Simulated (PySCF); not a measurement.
# BiO3 (Bi(O)3-): the cost of one run

The runs use PySCF 2.14.0; PBE0, Bi def2-SVP with ECP60, O def2-SVP; scalar-relativistic core potentials, no spin–orbit coupling.

2 further runs of the same task are left out: 2 for a known fault of the program.

## 1. The system as given

4 atoms, charge -1, spin multiplicity 1.

Bond lengths: Bi1–O2 1.702 Å, Bi1–O3 1.702 Å, Bi1–O4 1.702 Å. Angles: O2–Bi1–O3 120.0°, O2–Bi1–O4 120.0°, O3–Bi1–O4 120.0°.

Coordinates:

```xyz
4
BiO3
Bi    0.0000    0.0000    0.0000
O     1.7020    0.0000    0.0000
O    -0.8510    1.4740    0.0000
O    -0.8510   -1.4740    0.0000
```

Formal oxidation states: Bi +5.

## 2. SCF at the start, singlet

run.py (the lines that set the calculation)

```python
mol = gto.M(atom='''
Bi     0.00000     0.00000     0.00000
O      1.70200     0.00000     0.00000
O     -0.85100     1.47400     0.00000
O     -0.85100    -1.47400     0.00000''',
    basis={'Bi': 'def2-SVP', 'O': 'def2-SVP'},
    ecp={'Bi': 'def2-SVP'},
    charge=-1, spin=0)
mf = dft.RKS(mol, xc='PBE0')
mf.grids.atom_grid = (50, 194)
mf = mf.density_fit()  # fitting sets: Bi def2-universal-JKFIT, O def2-universal-JKFIT
mf.conv_tol = 1e-08; mf.max_cycle = 55
mf.kernel(dm0)  # dm0: free metal ions and neutral atoms
```

Command:

```console
$ OMP_NUM_THREADS=2 python run.py
```

Q: Estimate wall time and peak memory on 2 threads of Intel Xeon Platinum 8259CL at 2.50GHz (Skylake/Cascade Lake), shared host.

About 1.3 s, with a peak of 0.31 GiB.
